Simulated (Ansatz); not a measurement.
# TiO: an axial (c/a) deformation path

The task here is to estimate one member of a computed series from the others.

Program: Ansatz 0.2.0. Level of theory: DFT PBEsol, scalar-relativistic, plane waves, PAW. These are calculated values, not measurements.

### The starting structure

It takes space group P-6m2 (No. 187, hexagonal). The conventional cell has a = 3.031 Å, b = 3.031 Å, c = 3.238 Å, α = 90.00°, β = 90.00°, γ = 120.00°. Ti (site symmetry -6m2) has 6 O at 2.38 Å as nearest neighbours. Around O (site symmetry -6m2) lie 6 Ti at 2.38 Å.

As a file:

```cif
data_structure
_symmetry_space_group_name_H-M 'P-6m2'
_symmetry_Int_Tables_number 187
_cell_length_a 3.0310
_cell_length_b 3.0310
_cell_length_c 3.2377
_cell_angle_alpha 90.000
_cell_angle_beta 90.000
_cell_angle_gamma 120.000
_cell_volume 25.76
loop_
_atom_site_label
_atom_site_type_symbol
_atom_site_symmetry_multiplicity
_atom_site_Wyckoff_symbol
_atom_site_fract_x
_atom_site_fract_y
_atom_site_fract_z
_atom_site_occupancy
Ti1 Ti 1 e 0.66667 0.33333 0.00000 1
O1 O 1 b 0.00000 0.00000 0.50000 1
```

No relaxation comes first: the listed cell is the starting point.

### The reference cell

The reference gives a free energy of -3036.1740 eV, pressure -40.40 GPa, largest force 0.000 eV/Å and gap on the mesh none (metal). It was computed beforehand with the settings of the runs below.

Set-up of the first run:

At fixed volume and fractional coordinates, lengths along (0.000, 0.000, 1.000) are scaled against those across it; ρ is that ratio over its starting value.

Input file input.yaml:

```yaml
crystal:
  lattice:
    - [3.1997258881, 0.0, 0.0]
    - [-1.599862944, 2.7710439042, 0.0]
    - [0.0, 0.0, 2.9052436173]
  atoms:
    - { symbol: Ti, position: [0.6666666667, 0.3333333333, 0.0] }
    - { symbol: O, position: [0.0, 0.0, 0.5] }
basis:
  ecutwfc: 420
kpoints:
  mp_grid: { grid: [18, 18, 16] }
hamiltonian:
  xc: pbesol
scf:
  occupations: { method: gaussian, width: 0.15 }
output:
  forces: true
  stress: true
  eigenvalues: true
  write_density: true
  write_potential: true
  elf: true
  volumetric_format: npy
```

The run is started by

```bash
> ansatz run input.yaml --threads 1 --pin off --max-ram 2560MiB --backend cpu --events-out ev --progress --plain --runs-dir out
```

Steps of the session up to this table: ρ = 0.850; ρ = 1.200; At ρ = 0.920; Point ρ = 1.100; At ρ = 0.960; ρ = 1.050; At ρ = 0.800; ρ = 1.300.

One table of the session follows, with a row left open; its other results are not shown here.

The scan, with free energies counted from the undisturbed cell:

| ρ | ΔE (meV/atom) | pressure (GPa) |
| --- | --- | --- |
| 0.800 | 69.9 | -36.7 |
| 0.850 | -6.5 | -38.8 |
| 0.920 | ? | ? |
| 0.960 | -32.5 | -40.5 |
| 1.000 | 0.0 | -40.4 |
| 1.050 | 68.9 | -40.0 |
| 1.100 | 167.3 | -39.4 |
| 1.200 | 444.5 | -37.3 |
| 1.300 | 810.7 | -34.1 |

**Question.** Estimate the row for ρ = 0.920.

Worked estimate for «ΔE (meV/atom)». A straight line through the neighbours (0.850, -6.5) and (0.960, -32.5) gives -6.5 + (-32.5 + 6.5) × (0.920 − 0.850) / (0.960 − 0.850) = -23.0; a parabola fitted to 4 rows on both sides gives -44.9.

**Answer.** ΔE (meV/atom): -43.6; pressure (GPa): -40.3. In «ΔE (meV/atom)» the line misses by +20.6 and the parabola by -1.3.

To keep in mind: Spin polarisation is off in the runs that give these values; a magnetic solution could lie lower.
